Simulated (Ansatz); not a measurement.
**CHBrClF: one species, many methods**

An exercise on one series of results from a longer session: the logs are not shown, and one member is left open.

The runs use Ansatz 0.2.0, Gaussian basis; functionals in def2-TZVPP, the program's frozen cores in correlated methods.

Levels to be run: LDA (SPW92), PBE-D4, revPBE-D4, BLYP-D4, r2SCAN-D4, B97M-V, PBE0-D4, B3LYP-D4, r2SCANh-D4, r2SCAN0-D4, HSE06-D4, BHLYP-D4, CAM-B3LYP-D4, LC-ωPBE, ωB97X-V, ωB97M-V, B2PLYP, PBE-QIDH; CCSD(T)/def2-SVP; CCSD(T)/def2-TZVPP; CCSD(T)/def2-QZVPP; extrapolation to the limit; RPA on PBE.

1 further run of the same task is left out (it didn't finish).

**Structure used throughout**

All runs share one geometry, relaxed beforehand with PBE0-D4 in a triple-zeta def2 set.

SMILES `FC(Cl)Br`, 5 atoms, charge 0, spin multiplicity 1.

Atoms are counted from 1 here; the program's logs count them from 0.

Bond lengths: F1–C2 1.339 Å, C2–Cl3 1.753 Å, C2–Br4 1.934 Å, C2–H5 1.087 Å. Angles: F1–C2–Cl3 109.8°, F1–C2–Br4 109.3°, F1–C2–H5 109.9°, Cl3–C2–Br4 111.8°, Cl3–C2–H5 108.8°, Br4–C2–H5 107.2°.

Set-up of the first run:

The input, in.yaml:

```yaml
crystal:
  periodic: [false, false, false]
  atoms:
    - {symbol: F, position_ang: [-0.468883, 0.166873, 1.292666]}
    - {symbol: C, position_ang: [0.049607, 0.103800, 0.059734]}
    - {symbol: Cl, position_ang: [1.396104, -1.018316, 0.038765]}
    - {symbol: Br, position_ang: [-1.333731, -0.411004, -1.189979]}
    - {symbol: H, position_ang: [0.406803, 1.084947, -0.242486]}
basis:
  gaussian: {orbitals: def2-TZVPP}
hamiltonian: {xc: lda}
output: {orbitals: {seedname: orbitals}}
```

Launch:

```console
ansatz run in.yaml --threads 2 --pin off --events-out ev --progress --plain --max-ram 32768MiB --backend cpu
```

Among the steps run: LDA; PBE-D4 (GGA); revPBE-D4 (GGA); BLYP-D4 (GGA); r2SCAN-D4 (meta-GGA); B97M-V (meta-GGA); PBE0-D4 (hybrid); B3LYP-D4 (hybrid); r2SCANh-D4 (hybrid); r2SCAN0-D4 (hybrid); HSE06-D4 (hybrid); BHLYP-D4 (hybrid); CAM-B3LYP-D4 (range-separated); LC-ωPBE (range-separated); ωB97X-V (range-separated); ωB97M-V (range-separated); B2PLYP (double hybrid); PBE-QIDH (double hybrid).

One table of the session follows, with a row left open; its other results are not shown here.

It belongs to the step «Orbital energies across the functionals». 

| functional | HOMO (eV) | gap (eV) |
| --- | --- | --- |
| LDA (SPW92) | -7.43 | 5.27 |
| PBE-D4 | -7.26 | 5.32 |
| revPBE-D4 | ? | ? |
| BLYP-D4 | -7.09 | 5.23 |
| r2SCAN-D4 | -7.61 | 5.83 |
| B97M-V | -7.70 | 6.03 |
| PBE0-D4 | -8.61 | 7.68 |
| B3LYP-D4 | -8.34 | 7.12 |
| r2SCANh-D4 | -8.10 | 6.70 |
| r2SCAN0-D4 | -8.84 | 8.00 |
| HSE06-D4 | -8.21 | 6.89 |
| BHLYP-D4 | -9.81 | 9.94 |
| CAM-B3LYP-D4 | -9.97 | 10.17 |
| LC-ωPBE | -11.40 | 12.89 |
| ωB97X-V | -11.01 | 12.36 |
| ωB97M-V | -10.85 | 12.07 |

**Question.** Estimate the row for revPBE-D4.

As computed: HOMO (eV): -7.20; gap (eV): 5.35. In the column «HOMO (eV)» it lies between PBE-D4 (-7.26) and BLYP-D4 (-7.09).
